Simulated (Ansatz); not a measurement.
**H6N2O2Ti: small, medium and large basis sets**

One table from this session's results is given with a row withheld; the runs are named, their logs left out.

Computed with Ansatz 0.2.0, Gaussian basis. Level: one geometry, several basis sets.

Levels to be run: PBE0-D4/def2-SVP; ωB97M-V/def2-SVP; PBE0-D4/def2-QZVPP; ωB97M-V/def2-QZVPP; the functionals' def2-TZVPP values are taken from earlier runs.

### Structure used throughout

All runs share one geometry, relaxed beforehand with PBE0-D4 in a triple-zeta def2 set.

SMILES `[NH2][Ti]([NH2])([OH])[OH]`, 11 atoms, charge 0, spin multiplicity 1.

Atoms are counted from 1 here; the program's logs count them from 0.

Bond lengths: N1–Ti2 1.887 Å, N1–H6 1.010 Å, N1–H7 1.009 Å, Ti2–N3 1.886 Å, Ti2–O4 1.808 Å, Ti2–O5 1.807 Å, N3–H8 1.010 Å, N3–H9 1.010 Å, O4–H10 0.957 Å, O5–H11 0.958 Å. Angles: Ti2–N1–H6 123.4°, Ti2–N1–H7 125.2°, H6–N1–H7 110.4°, N1–Ti2–N3 107.5°, N1–Ti2–O4 107.3°, N1–Ti2–O5 110.5°, N3–Ti2–O4 112.7°, N3–Ti2–O5 106.7°, O4–Ti2–O5 112.1°, Ti2–N3–H8 125.2°, Ti2–N3–H9 123.5°, H8–N3–H9 110.3°, Ti2–O4–H10 131.2°, Ti2–O5–H11 128.7°.

Set-up of the first run:

in.yaml

```yaml
crystal:
  periodic: [false, false, false]
  atoms:
    - {symbol: N, position_ang: [-1.268752, 1.121848, 0.179168]}
    - {symbol: Ti, position_ang: [0.231586, 0.025408, -0.151194]}
    - {symbol: N, position_ang: [0.218849, -1.353643, 1.134648]}
    - {symbol: O, position_ang: [1.699723, 1.074733, -0.036146]}
    - {symbol: O, position_ang: [0.088865, -0.770922, -1.767056]}
    - {symbol: H, position_ang: [-1.292448, 2.109639, -0.031973]}
    - {symbol: H, position_ang: [-2.065659, 0.862667, 0.740857]}
    - {symbol: H, position_ang: [0.626879, -1.292982, 2.056688]}
    - {symbol: H, position_ang: [-0.030098, -2.309451, 0.923653]}
    - {symbol: H, position_ang: [2.462478, 1.156360, -0.608676]}
    - {symbol: H, position_ang: [-0.606124, -0.680553, -2.419470]}
basis:
  gaussian: {orbitals: def2-SVP}
hamiltonian: {xc: pbe0, dispersion: d4}
output: {orbitals: {seedname: orbitals}}
```

Command:

```
> ansatz run in.yaml --threads 4 --pin off --events-out ev --progress --plain --max-ram 10444MiB
```

Steps of the session up to this table: PBE0-D4 in def2-SVP; ωB97M-V in def2-SVP; PBE0-D4 in def2-QZVPP; ωB97M-V in def2-QZVPP.

One of the session's tables, all rows but one given; the rest of the session is left out.

It belongs to the step «Density functionals: the series». 

| functional | basis | HOMO (eV) |
| --- | --- | --- |
| PBE0-D4 | def2-SVP | -6.63 |
| PBE0-D4 | def2-TZVPP | -7.00 |
| PBE0-D4 | def2-QZVPP | ? |
| ωB97M-V | def2-SVP | -8.98 |
| ωB97M-V | def2-TZVPP | -9.36 |
| ωB97M-V | def2-QZVPP | -9.40 |

Q: Estimate the row for PBE0-D4, def2-QZVPP from the others.

**Answer.** HOMO (eV): -7.05. In the column «HOMO (eV)» it lies between ωB97M-V, def2-SVP (-8.98) and PBE0-D4, def2-TZVPP (-7.00).
